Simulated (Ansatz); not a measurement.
**KF (SMILES [F][K]), step by step**

Wanted: a series of 8 runs (wPBEh/pcseg-0, wPBEh/pcseg-1, wPBEh/pcseg-2, wPBEh/pcseg-3) of FK. 

The calculation is run with Ansatz 0.2.0.

5 further runs of the same task are left out: 4 for a known fault of the program, 1 set aside as unsound or not needed.

## 1. Starting point

The species is KF (2 atoms), meant as a singlet with charge 0. As SMILES, `[F][K]`. Geometry: relaxed at PBE0-D4/def2-TZVP.

Bond lengths: F1–K2 2.188 Å.

## 2. Energy and gradient at wPBEh/pcseg-0 (run 1)

Input file job.yaml:

```yaml
crystal:
  periodic: [false, false, false]
  atoms:
    - {symbol: F, position_ang: [0.946100, -0.362400, 0.470400]}
    - {symbol: K, position_ang: [-0.916600, 0.302200, -0.466300]}
basis:
  gaussian: {orbitals: pcseg-0.json}
hamiltonian: {xc: {name: wPBEh}}
output: {forces: true, orbitals: {seedname: orbitals}}
```

The basis set pcseg-0 is read from a file made from the Basis Set Exchange's data (not shown).

On the command line:

```sh
ansatz run job.yaml --threads 1 --pin off --max-ram 2610MiB --events-out events.jsonl --progress --plain --runs-dir runs
```

The program printed:

```text
Warning: RAYON_NUM_THREADS=1 ignored (pool sized by the plan → 1); use --threads N
Functional definition: wPBEh
  name "wPBEh"
  parameter a = 0.25
  parameter omega = 0.11/bohr
  exchange = wpbe_x - a*pbe_x_sr(omega) + a*exact_x_sr(omega)
  correlation = pbe_c
288 factors; integrals over basis functions are off by at most 2.1e-4 eV
36 factors; integrals over basis functions are off by at most 5.2e-5 eV
mean field evaluation 1: about -18992.3473 eV, gradient 4.7e1 eV
mean field evaluation 2: about -18828.8543 eV, gradient 2.3e2 eV
mean field evaluation 4: about -18995.8046 eV, gradient 3.2e0 eV
mean field evaluation 8: about -18995.8288 eV, gradient 2.5e-2 eV
mean field -18995.82881743 eV, -698.0838332054 hartree, gradient 2.1e-5 eV, S^2 0.000000; 0 other end points of the search recorded, 0 dependent functions left out
the calculation of the forces begins
reference -18995.82886701 eV, -698.0838350274 hartree; 14, 14 occupied and 14, 14 virtual orbitals, 288 factors
Total energy: -18995.82886701 eV, -698.0838350274 hartree
Atom 0 at     0.946100    -0.362400     0.470400 Å, force    -0.824671     0.294238    -0.414704 eV/Å
Atom 1 at    -0.916600     0.302200    -0.466300 Å, force     0.824671    -0.294238     0.414704 eV/Å
Dipole moment:    -1.320479     0.471139    -0.664032 e Å
```

It took 0.7 s on 1 thread of Arm Neoverse V2, shared host.

## 3. The distorted shape: energy and forces at wPBEh/pcseg-0 (run 2)

Input file run.yaml:

```yaml
crystal:
  periodic: [false, false, false]
  atoms:
    - symbol: F
      position_ang: [0.923475, -0.363926, 0.461588]
    - symbol: K
      position_ang: [-0.942533, 0.273242, -0.454387]
basis:
  gaussian: {orbitals: pcseg-0.json}
hamiltonian: {xc: {name: wPBEh}}
output: {forces: true}
```

The basis set pcseg-0 is read from a file made from the Basis Set Exchange's data (not shown).

On the command line:

```sh
ansatz run run.yaml --threads 1 --pin off --max-ram 2610MiB --events-out events.jsonl --progress --plain --runs-dir runs
```

The program printed, cut to the lines that bear on the results:

```text
Warning: RAYON_NUM_THREADS=1 ignored (pool sized by the plan → 1); use --threads N
[... 2 set-up lines as earlier in the session ...]
[...]
290 factors; integrals over basis functions are off by at most 2.1e-4 eV
36 factors; integrals over basis functions are off by at most 5.2e-5 eV
[...]
mean field -18995.84173170 eV, -698.0843077958 hartree, gradient 1.9e-5 eV, S^2 0.000000; 0 other end points of the search recorded, 0 dependent functions left out
[...]
reference -18995.84178141 eV, -698.0843096228 hartree; 14, 14 occupied and 14, 14 virtual orbitals, 290 factors
Total energy: -18995.84178141 eV, -698.0843096228 hartree
Atom 0 at     0.923475    -0.363926     0.461588 Å, force    -0.731503     0.249779    -0.359076 eV/Å
Atom 1 at    -0.942533     0.273242    -0.454387 Å, force     0.731503    -0.249779     0.359076 eV/Å
Dipole moment:    -1.319127     0.450430    -0.647525 e Å
```

Run time: 0.7 s. Hardware: 1 thread of Arm Neoverse V2, shared host.

Runs 3 to 4 aren't shown in full; the table further down has their settings and results.

## 4. Energy and gradient at wPBEh/pcseg-2 (run 5)

Input file molecule.yaml:

```yaml
crystal:
  periodic: [false, false, false]
  atoms:
    - {symbol: F, position_ang: [0.946100, -0.362400, 0.470400]}
    - {symbol: K, position_ang: [-0.916600, 0.302200, -0.466300]}
basis:
  gaussian: {orbitals: pcseg-2}
total_charge: 0
hamiltonian: {xc: {name: wPBEh}}
output: {forces: true, orbitals: {seedname: orbitals}}
```

On the command line:

```sh
ansatz run molecule.yaml --threads 1 --pin off --max-ram 2610MiB --events-out events.jsonl --progress --plain --runs-dir runs
```

The program printed, cut to the lines that bear on the results:

```text
Warning: RAYON_NUM_THREADS=1 ignored (pool sized by the plan → 1); use --threads N
[... 2 set-up lines as earlier in the session ...]
[...]
558 factors; their error is unknown
42 factors; integrals over basis functions are off by at most 5.0e-5 eV
[...]
mean field -19038.00561419 eV, -699.6338018979 hartree, gradient 1.2e-5 eV, S^2 0.000000; 0 other end points of the search recorded, 0 dependent functions left out
[...]
reference -19038.00567082 eV, -699.6338039789 hartree; 14, 14 occupied and 49, 49 virtual orbitals, 558 factors
Total energy: -19038.00567082 eV, -699.6338039789 hartree
Atom 0 at     0.946100    -0.362400     0.470400 Å, force    -0.151244     0.053963    -0.076057 eV/Å
Atom 1 at    -0.916600     0.302200    -0.466300 Å, force     0.151244    -0.053963     0.076057 eV/Å
Dipole moment:    -1.494876     0.533363    -0.751732 e Å
```

Run time: 1.4 s. Hardware: 1 thread of Arm Neoverse V2, shared host; peak memory 0.11 GiB.

Runs 6 to 7 aren't shown in full; the table further down has their settings and results.

## 5. The distorted shape: energy and forces at wPBEh/pcseg-3 (run 8)

Input file input.yaml:

```yaml
crystal:
  periodic: [false, false, false]
  atoms:
    - {symbol: F, position_ang: [0.923475, -0.363926, 0.461588]}
    - {symbol: K, position_ang: [-0.942533, 0.273242, -0.454387]}
basis:
  gaussian:
    orbitals: pcseg-3.json
hamiltonian:
  xc: {name: wPBEh}
output: {forces: true}
```

The basis set pcseg-3 is read from a file made from the Basis Set Exchange's data (not shown).

On the command line:

```sh
ansatz run input.yaml --threads 1 --pin off --max-ram 2610MiB --events-out events.jsonl --progress --plain --runs-dir runs
```

The program printed, cut to the lines that bear on the results:

```text
Warning: RAYON_NUM_THREADS=1 ignored (pool sized by the plan → 1); use --threads N
[... 2 set-up lines as earlier in the session ...]
[...]
598 factors; their error is unknown
39 factors; integrals over basis functions are off by at most 1.1e-4 eV
[...]
mean field -19038.35427477 eV, -699.6466149377 hartree, gradient 8.0e-6 eV, S^2 0.000000; 0 other end points of the search recorded, 0 dependent functions left out
[...]
reference -19038.35431778 eV, -699.6466165182 hartree; 14, 14 occupied and 95, 95 virtual orbitals, 598 factors
Total energy: -19038.35431778 eV, -699.6466165182 hartree
Atom 0 at     0.923475    -0.363926     0.461588 Å, force    -0.108147     0.036928    -0.053087 eV/Å
Atom 1 at    -0.942533     0.273242    -0.454387 Å, force     0.108147    -0.036928     0.053087 eV/Å
Dipole moment:    -1.496631     0.511040    -0.734658 e Å
```

Wall time 2.3 s (1 thread of Arm Neoverse V2, shared host); peak memory 0.16 GiB.

## 6. Overview of the runs

```
run          level  partner  energy (Eh)  dipole moment (D)  largest force (eV/Å)  wall time
  1  wPBEh/pcseg-0     base  -698.083835               7.45                 0.969      0.7 s
  2  wPBEh/pcseg-0  rattled  -698.084310               7.38                 0.852      0.7 s
  3  wPBEh/pcseg-1     base  -699.489224               8.07                 0.598     0.93 s
  4  wPBEh/pcseg-1  rattled  -699.489504               8.00                 0.477     0.97 s
  5  wPBEh/pcseg-2     base  -699.633804               8.44                 0.178      1.4 s
  6  wPBEh/pcseg-2  rattled  -699.633867               8.36                 0.063      1.4 s
  7  wPBEh/pcseg-3     base  -699.646522               8.46                 0.238      2.3 s
  8  wPBEh/pcseg-3  rattled  -699.646617               8.38                 0.126      2.3 s
```

Convergence of the dipole moment of singlet KF with the basis set, against the last point:

```
basis set  from the last (D)  wall time
  pcseg-0            -1.0064      0.7 s
  pcseg-1            -0.3872     0.93 s
  pcseg-2            -0.0223      1.4 s
  pcseg-3            +0.0000      2.3 s
```

Convergence of the HOMO energy of singlet KF with the basis set, against the last point:

```
basis set  from the last (eV)  wall time
  pcseg-0             +1.2559      0.7 s
  pcseg-1             +0.4597     0.93 s
  pcseg-2             +0.0607      1.4 s
  pcseg-3             +0.0000      2.3 s
```

## 7. Results

| quantity | value |
| --- | --- |
| distorted shape, run 8: total energy | -699.64662 Eh |
| distorted shape, run 8: dipole moment | 8.38 D |
| distorted shape, run 8: largest force on an atom | 0.126 eV/Å |
| energy change with the atoms displaced, wPBEh/pcseg-0 | -0.013 eV |
| energy change with the atoms displaced, wPBEh/pcseg-1 | -0.008 eV |
| energy change with the atoms displaced, wPBEh/pcseg-2 | -0.002 eV |
| energy change with the atoms displaced, wPBEh/pcseg-3 | -0.003 eV |

In words: For the dipole moment of singlet KF to stay within 0.1 D of the last point, pcseg-2 is the first point of the series from which all later ones do (1.4 s against 2.3 s). For the HOMO energy of singlet KF to stay within 0.1 eV of the last point, pcseg-2 is the first point of the series from which all later ones do (1.4 s against 2.3 s). Over runs 2, 4, 6, 8 the dipole moment (its size) runs from 7.38 D (wPBEh/pcseg-0) to 8.38 D (wPBEh/pcseg-3). All runs together took 11 s, the longest 2.3 s.
